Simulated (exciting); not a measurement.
# ZnCu2 (P-3m1) in exciting: equation of state, part 2 of 2

exciting (release sodium). The steps go on from the part before.

## 3. Equation of state, PBEsol, 11.64 Å³/atom (volume scaled by 0.96)

The input, input.xml:

```xml
<input>
  <title>ZnCu2</title>
  <structure speciespath="./" tshift="false">
    <crystal scale="1">
      <basevect>4.816731917745 0.000000000000 0.000000000000</basevect>
      <basevect>-2.408365958967 4.171412203925 0.000000000000</basevect>
      <basevect>0.000000000000 0.000000000000 11.732020301679</basevect>
    </crystal>
    <species speciesfile="Zn.xml" rmt="2">
      <atom coord="0.000000000000 0.000000000000 0.000000000000"/>
    </species>
    <species speciesfile="Cu.xml" rmt="2">
      <atom coord="0.666666666700 0.333333333300 0.337858510000"/>
      <atom coord="0.333333333300 0.666666666700 0.662141490000"/>
    </species>
  </structure>
  <groundstate do="fromscratch" ngridk="12 12 4" rgkmax="9" gmaxvr="14" lmaxapw="10" lmaxmat="10" lmaxvr="8" xctype="GGA_PBE_SOL" stype="Fermi Dirac" swidth="0.00183747" nempty="20" ValenceRelativity="iora*" epsengy="1e-05" epspot="1e-05" maxscl="60" outputlevel="normal"/>
</input>
```

Potentials or basis: all-electron LAPW+lo, shipped species files, valence relativity iora*.

Command:

```sh
$ OMP_NUM_THREADS=1 exciting_smp
```

INFO.OUT:

```text
================================================================================
EXCITING SODIUM started
[... 10 lines left out ...]

 Lattice vectors (cartesian) :
      4.8167319177      0.0000000000      0.0000000000
     -2.4083659590      4.1714122039      0.0000000000
      0.0000000000      0.0000000000     11.7320203017

 Reciprocal lattice vectors (cartesian) :
      1.3044498665      0.7531244816     -0.0000000000
      0.0000000000      1.5062489632      0.0000000000
      0.0000000000     -0.0000000000      0.5355586801

 Unit cell volume                           :     235.7264896559
 Brillouin zone volume                      :       1.0522797578

 Species :    1 (Zn)
     parameters loaded from                 :    Zn.xml
     name                                   :    zinc
     nuclear charge                         :     -30.00000000
     electronic charge                      :      30.00000000
     atomic mass                            :  119198.67800000
     muffin-tin radius                      :       2.00000000
[... 53 lines left out ...]
 Total number of local-orbitals             :      36

 Exchange-correlation type                  :      22
     PBEsol, Phys. Rev. Lett. 100, 136406 (2008)
     Generalised gradient approximation (GGA)

[... 20 lines left out ...]
+ SCF iteration number :    1                                                  +
++++++++++++++++++++++++++++++++++++++++++++++++++++++++++++++++++++++++++++++++
 Total energy                               :     -5066.13511278
 _______________________________________________________________
 Fermi energy                               :         0.38190692
 Kinetic energy                             :      5207.49493084
 Coulomb energy                             :    -10072.49021330
 Exchange energy                            :      -196.28985374
 Correlation energy                         :        -4.84997658
[... 475 lines left out ...]
 RMS change in effective potential (target) :  0.621347E-09  ( 0.100000E-04)
 Absolute change in total energy   (target) :  0.177328E-06  ( 0.100000E-04)
 Charge distance                   (target) :  0.402790E-09  ( 0.100000E-04)

++++++++++++++++++++++++++++++++++++++++++++++++++++++++++++++++++++++++++++++++
| Convergency criteria checked for the last 2 iterations                       +
| Convergence targets achieved. Performing final SCF iteration                 +
++++++++++++++++++++++++++++++++++++++++++++++++++++++++++++++++++++++++++++++++
 Total energy                               :     -5102.10639342
 _______________________________________________________________
 Fermi energy                               :         0.32448186
 Kinetic energy                             :      5191.06441913
 Coulomb energy                             :    -10090.33795030
 Exchange energy                            :      -197.97077034
 Correlation energy                         :        -4.86209190

 DOS at Fermi energy (states/Ha/cell)       :        35.44105376

 Electron charges :
     core                                   :        36.00000000
     core leakage                           :         0.00379511
     valence                                :        52.00000000
     interstitial                           :         5.03892766
     charge in muffin-tin spheres :
                  atom     1    Zn          :        28.19636752
                  atom     2    Cu          :        27.38235241
                  atom     3    Cu          :        27.38235241
     total charge in muffin-tins            :        82.96107234
     total charge                           :        88.00000000

++++++++++++++++++++++++++++++++++++++++++++++++++++++++++++++++++++++++++++++++
[... 12 lines left out ...]
| EXCITING SODIUM stopped                                                      =
================================================================================
```

WARNINGS.OUT:

```text
Inversion symmetry is present. Consider using input%groundstate%solver%type = "inversionsymmetry"
```

It took 4.6 min on 1 thread of Arm Neoverse V2, shared host; peak memory 0.16 GiB.

Results:

- Free energy: -138835.3983 eV
- Band gap on the k mesh: none (metal or under the smearing width)
- All electrons inside the program's atomic spheres: Zn 28.20; Cu 27.38 (radii Zn 2.0, Cu 2.0 bohr)

Caveat: the log's total energy holds no entropy term; the free energy is that total less TS from the occupations.

## 4. Equation of state, PBEsol, 11.89 Å³/atom (volume scaled by 0.98)

Edit input.xml of step 3 so:

```diff
@@ -4,5 +4,5 @@
     <crystal scale="1">
-      <basevect>4.816731917745 0.000000000000 0.000000000000</basevect>
-      <basevect>-2.408365958967 4.171412203925 0.000000000000</basevect>
-      <basevect>0.000000000000 0.000000000000 11.732020301679</basevect>
+      <basevect>4.849951808243 0.000000000000 0.000000000000</basevect>
+      <basevect>-2.424975904216 4.200181473248 0.000000000000</basevect>
+      <basevect>0.000000000000 0.000000000000 11.812933343507</basevect>
     </crystal>
```

Command:

```sh
$ OMP_NUM_THREADS=1 exciting_smp
```

It took 4.5 min on 1 thread of Arm Neoverse V2, shared host; peak memory 0.15 GiB.

The run converged. Its results:

```
Free energy                                       : -138835.4128 eV
Band gap on the k mesh                            : none (metal or under the smearing width)
All electrons inside the program's atomic spheres : Zn 28.18; Cu 27.37 (radii Zn 2.0, Cu 2.0 bohr)
```

Caveat: the log's total energy holds no entropy term; the free energy is that total less TS from the occupations.

## 5. Equation of state, PBEsol, 12.13 Å³/atom

Edit input.xml of step 4 so:

```diff
@@ -4,5 +4,5 @@
     <crystal scale="1">
-      <basevect>4.849951808243 0.000000000000 0.000000000000</basevect>
-      <basevect>-2.424975904216 4.200181473248 0.000000000000</basevect>
-      <basevect>0.000000000000 0.000000000000 11.812933343507</basevect>
+      <basevect>4.882722747057 0.000000000000 0.000000000000</basevect>
+      <basevect>-2.441361373623 4.228561938602 0.000000000000</basevect>
+      <basevect>0.000000000000 0.000000000000 11.892752881895</basevect>
     </crystal>
```

Command:

```sh
$ OMP_NUM_THREADS=1 exciting_smp
```

Run time: 6 min. Hardware: 1 thread of Arm Neoverse V2, shared host; peak memory 0.16 GiB.

The run converged. Its results:

| Property | Result |
| --- | --- |
| Free energy | -138835.4130 eV |
| Band gap on the k mesh | none (metal or under the smearing width) |
| All electrons inside the program's atomic spheres | Zn 28.17; Cu 27.36 (radii Zn 2.0, Cu 2.0 bohr) |

Caveat: the log's total energy holds no entropy term; the free energy is that total less TS from the occupations.

## 6. Equation of state, PBEsol, 12.37 Å³/atom (volume scaled by 1.02)

Edit input.xml of step 5 so:

```diff
@@ -4,5 +4,5 @@
     <crystal scale="1">
-      <basevect>4.882722747057 0.000000000000 0.000000000000</basevect>
-      <basevect>-2.441361373623 4.228561938602 0.000000000000</basevect>
-      <basevect>0.000000000000 0.000000000000 11.892752881895</basevect>
+      <basevect>4.915059601606 0.000000000000 0.000000000000</basevect>
+      <basevect>-2.457529800992 4.256566476202 0.000000000000</basevect>
+      <basevect>0.000000000000 0.000000000000 11.971515130044</basevect>
     </crystal>
```

Potentials or basis: all-electron LAPW+lo, shipped species files, valence relativity iora*.

Command:

```sh
$ OMP_NUM_THREADS=1 exciting_smp
```

Run time: 5.2 min. Hardware: 1 thread of Arm Neoverse V2, shared host; peak memory 0.16 GiB.

The run converged. Its results:

```yaml
Free_energy: -138835.4013 eV
Band_gap_on_the_k_mesh: none (metal or under the smearing width)
All_electrons_inside_the_program's_atomic_spheres: Zn 28.16; Cu 27.34 (radii Zn 2.0, Cu 2.0 bohr)
```

Caveat: the log's total energy holds no entropy term; the free energy is that total less TS from the occupations.

## 7. Equation of state, PBEsol, 12.61 Å³/atom (volume scaled by 1.04)

Edit input.xml of step 6 so:

```diff
@@ -4,5 +4,5 @@
     <crystal scale="1">
-      <basevect>4.915059601606 0.000000000000 0.000000000000</basevect>
-      <basevect>-2.457529800992 4.256566476202 0.000000000000</basevect>
-      <basevect>0.000000000000 0.000000000000 11.971515130044</basevect>
+      <basevect>4.946976467359 0.000000000000 0.000000000000</basevect>
+      <basevect>-2.473488233869 4.284207292735 0.000000000000</basevect>
+      <basevect>0.000000000000 0.000000000000 12.049254419554</basevect>
     </crystal>
```

Command:

```sh
$ OMP_NUM_THREADS=1 exciting_smp
```

It took 5.4 min on 1 thread of Arm Neoverse V2, shared host; peak memory 0.16 GiB.

The run converged. Its results:

| Property | Result |
| --- | --- |
| Free energy | -138835.3786 eV |
| Band gap on the k mesh | none (metal or under the smearing width) |
| All electrons inside the program's atomic spheres | Zn 28.15; Cu 27.33 (radii Zn 2.0, Cu 2.0 bohr) |

Caveat: the log's total energy holds no entropy term; the free energy is that total less TS from the occupations.

## 8. Equation of state, PBEsol, 12.86 Å³/atom (volume scaled by 1.06)

Edit input.xml of step 7 so:

```diff
@@ -4,5 +4,5 @@
     <crystal scale="1">
-      <basevect>4.946976467359 0.000000000000 0.000000000000</basevect>
-      <basevect>-2.473488233869 4.284207292735 0.000000000000</basevect>
-      <basevect>0.000000000000 0.000000000000 12.049254419554</basevect>
+      <basevect>4.978486721309 0.000000000000 0.000000000000</basevect>
+      <basevect>-2.489243360749 4.311495972978 0.000000000000</basevect>
+      <basevect>0.000000000000 0.000000000000 12.126003332325</basevect>
     </crystal>
```

Command:

```sh
$ OMP_NUM_THREADS=1 exciting_smp
```

Run time: 5.5 min. Hardware: 1 thread of Arm Neoverse V2, shared host; peak memory 0.16 GiB.

The run converged. Its results:

```yaml
Free_energy: -138835.3457 eV
Band_gap_on_the_k_mesh: none (metal or under the smearing width)
All_electrons_inside_the_program's_atomic_spheres: Zn 28.14; Cu 27.32 (radii Zn 2.0, Cu 2.0 bohr)
```

Caveat: the log's total energy holds no entropy term; the free energy is that total less TS from the occupations.

## 9. Equation of state, PBEsol

Potentials or basis: all-electron LAPW+lo, shipped species files, valence relativity iora*.

This step only gathers the single runs of the series.

What came out:

```yaml
Equilibrium_volume: 12.02 Å³/atom
Bulk_modulus_at_fixed_shape_and_positions: 145 GPa
Pressure_derivative_of_the_bulk_modulus: "5.5 (rough: it moves with the points fitted)"
```

Energy against volume, from the lowest point:
| volume (Å³/atom) | energy (meV/atom) |
| --- | --- |
| 11.401 | 15.35 |
| 11.644 | 4.90 |
| 11.886 | 0.06 |
| 12.129 | 0.00 |
| 12.371 | 3.88 |
| 12.614 | 11.46 |
| 12.857 | 22.42 |

Caveat: the cell was scaled at fixed shape and fractional positions, which overstates the stiffness of a crystal with free parameters, most of all of layers and chains.
